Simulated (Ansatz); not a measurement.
# GaH₃ (triplet): the correlation ladder at distance Ga1–H3 = 1.792 Å, cc-pVDZ

How much of the correlation energy of GaH₃ (triplet) does each wave-function method recover here?

The runs use Ansatz 0.2.0, Gaussian basis; cc-pVDZ, core rule «outside noble gas», up to 14 orbitals frozen.

The runs, in order: UHF; CCSD(T) on ROHF; CCSD(T) on UHF; BCCD(T) on ROHF; CISD; CCSDT(Q) on ROHF; CCSDT(Q) on UHF; CASSCF and MRCISD+Q, 4 electrons in 4 orbitals; CASSCF and NEVPT2, 4 electrons in 4 orbitals; CASSCF and MRCISD+Q, 6 electrons in 7 orbitals; CASSCF and NEVPT2, 6 electrons in 7 orbitals; Full CI.

21 further runs of the same task are left out: 16 that didn't finish, 5 set aside as unsound or not needed.

### Step 1. The system

The geometry derives from a PBE0/def2-TZVP stationary point (not a proven minimum). One bond is set to the value named and the two fragments are kept rigid. No spin-orbit coupling is included. The filled d shell of Ga may be among the frozen orbitals whatever the setting's name suggests; the logs give the count.

4 atoms, charge 0, spin multiplicity 3.

Atoms are counted from 1 here; the program's logs count them from 0.

Bond lengths: Ga1–H2 1.585 Å, Ga1–H3 1.792 Å, Ga1–H4 1.955 Å, H3–H4 0.793 Å. Angles: H2–Ga1–H3 100.5°, H2–Ga1–H4 100.5°, H3–Ga1–H4 23.9°, Ga1–H3–H4 89.7°, Ga1–H4–H3 66.4°.

Geometry (Å):

```xyz
4

Ga    0.0005    0.0274   -0.0435
H     0.0005   -1.4779   -0.5393
H     0.3720   -0.1997    1.6948
H    -0.4049   -0.2204    1.8534
```

### Step 2. UHF

Input file in.yaml:

```yaml
crystal:
  periodic: [false, false, false]
  atoms:
    - {symbol: Ga, position_ang: [0.000470, 0.027439, -0.043498]}
    - {symbol: H, position_ang: [0.000470, -1.477886, -0.539276]}
    - {symbol: H, position_ang: [0.371992, -0.199720, 1.694787]}
    - {symbol: H, position_ang: [-0.404948, -0.220445, 1.853378]}
basis:
  gaussian: {orbitals: cc-pVDZ}
magnetization: {spin_polarized: true, initial_magnetization: 2}
hamiltonian: {xc: hf}
output: {orbitals: {seedname: orbitals}}
```

Run with:

```bash
> ansatz run in.yaml --threads 1 --pin off --events-out ev --progress --plain --max-ram 2393MiB
```

After this run come: CCSD(T) on ROHF; CCSD(T) on UHF; BCCD(T) on ROHF; CISD; CCSDT(Q) on ROHF; CCSDT(Q) on UHF; CASSCF and MRCISD+Q, 4 electrons in 4 orbitals; CASSCF and NEVPT2, 4 electrons in 4 orbitals; CASSCF and MRCISD+Q, 6 electrons in 7 orbitals; CASSCF and NEVPT2, 6 electrons in 7 orbitals; Full CI.

Q: Predict the results of all the runs planned. Wanted: FCI below the RHF energy; RMP2 from FCI; UMP2 from FCI; RCCSD from FCI; RCCSD(T) from FCI; UCCSD(T) from FCI; RCCSDT(Q) from FCI; UCCSDT(Q) from FCI; NEVPT2 valence from FCI.

**Answer**, as computed:

| quantity | value |
| --- | --- |
| FCI below the RHF energy | -2.5185 eV |
| RMP2 from FCI | +14.94 kcal/mol |
| UMP2 from FCI | +14.45 kcal/mol |
| RCCSD from FCI | +1.28 kcal/mol |
| RCCSD(T) from FCI | +0.32 kcal/mol |
| UCCSD(T) from FCI | +0.01 kcal/mol |
| RCCSDT(Q) from FCI | -0.02 kcal/mol |
| UCCSDT(Q) from FCI | -0.33 kcal/mol |
| NEVPT2 valence from FCI | +10.63 kcal/mol |
| MRCISD+Q valence from FCI | +0.19 kcal/mol |
| levels within 1 kcal/mol (43 meV) | UCCSD, RCCSD(T), UCCSD(T), BCCD(T), RCCSDT, UCCSDT, RCCSDT(Q), UCCSDT(Q), MRCISD+Q valence |
| T1 diagnostic | 0.023 |
| effectively unpaired electrons | 2.02 |

RCCSD(T) lands +0.32 kcal/mol from the yardstick (0.6 % of the correlation energy). UCCSDT, UCCSDT(Q) fall below full CI: unrestricted runs freeze a spin-polarised core, another one than full CI's, and coupled cluster isn't variational. One determinant dominates. Of the multireference levels listed MRCISD+Q valence comes nearest in total energy (+0.19 kcal/mol), which doesn't show that its space is the better one. These misses are within one basis, not against nature; the frozen cores of restricted and unrestricted runs differ, which can shift their rows.
